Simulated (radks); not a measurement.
**Ba⁴¹⁺ in [Ne] 3s1.75 3p3 4p0.25: an all-electron calculation**

Aim: the levels, the sizes of the orbitals and the parts of the energy of the barium ion Ba41+.

The numbers are computed with radks (a radial shooting solver on a logarithmic mesh, Libxc functionals) version 1 (scalar-relativistic Kohn-Sham, PBE, spin-polarised, spherical densities, finite nucleus; open shells are filled with parallel spins first), except any that are marked as measured or tabulated.

**1. The system**

```
element            : barium (Z = 56)
charge             : +41
electrons          : 15
configuration      : [Ne] 3s1.75 3p3 4p0.25
nuclear rms radius : 4.8378 fm
```

**2. The run**

Input:

```text
Z 56
configuration [Ne] 3s1.75 3p3 4p0.25
relativity scalar-relativistic
functional pbe,pbe
spin polarised
nucleus finite rms 4.8378 fm
c 137.035999084
```

The run is started by

```console
> python run_ks.py task.json out
```

This one command runs every case of the session in turn.

Q: Predict the outcome of this run.

**Answer**, as computed:

```
                        quantity                    value
                    total energy       -6623.1652 hartree
exchange-correlation share of it                   1.72 %
                            −T/E                   1.0664
          highest occupied level        4p up, -1646.6 eV
    most extended occupied level  4p up, <r> = 0.492 bohr
 radius at density 0.001 e/bohr³               0.972 bohr
    maxima of the radial density                        3
```

The radial density shows 3 maxima for 4 occupied principal shells; where shells overlap, one shows as a shoulder or not at all. −T/E is 1.066: with relativity the kinetic term as defined here no longer equals −E. This is not the tabulated ground configuration, so its levels and sizes aren't those of the ground state, and no measured value stands beside it.
